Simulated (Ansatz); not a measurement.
The system is BPd4.

```
Pd B
1.0
     2.89203    0.00000    0.00000
     0.00000    4.36501    0.00000
     0.00000    0.00000    5.85632
Pd B
4 1
Direct
  0.50000 0.00000 0.19758
  0.00000 0.00000 0.61947
  0.00000 0.50000 0.32916
  0.50000 0.50000 0.86756
  0.50000 0.00000 0.86323
```

The cell comes from a database or a generator and needn't be the stable form of this composition.

Base run:

* Program: Ansatz 0.2.0
* Functional: RPBE
* Potentials or basis: Ansatz PAW
* Cutoff: 420 eV (not typed: the program's choice for these potentials)
* k mesh: 7 × 5 × 4
* Occupations: fermi-dirac, width 0.05 eV
* Spin: no spin polarisation

Its results: band gap on the k mesh none (metal or under the smearing width); pressure 2.8 GPa; largest force 0.270 eV/Å.

Q: After a change of settings the same cell gave: band gap on the k mesh none (metal or under the smearing width); pressure 7.2 GPa; largest force 0.301 eV/Å. Which change was it?
A. functional from RPBE to r2SCAN; cutoff from 420 eV (not typed: the program's choice for these potentials) to 500 eV (not typed: the program's choice for these potentials)
B. functional from RPBE to revPBE
C. functional from RPBE to PBEsol
D. functional from RPBE to BLYP

A: D.

Caveats: the PAW data sets come from PBE, with cores solved anew for the run's functional, which leaves a small shift of forces and pressure.
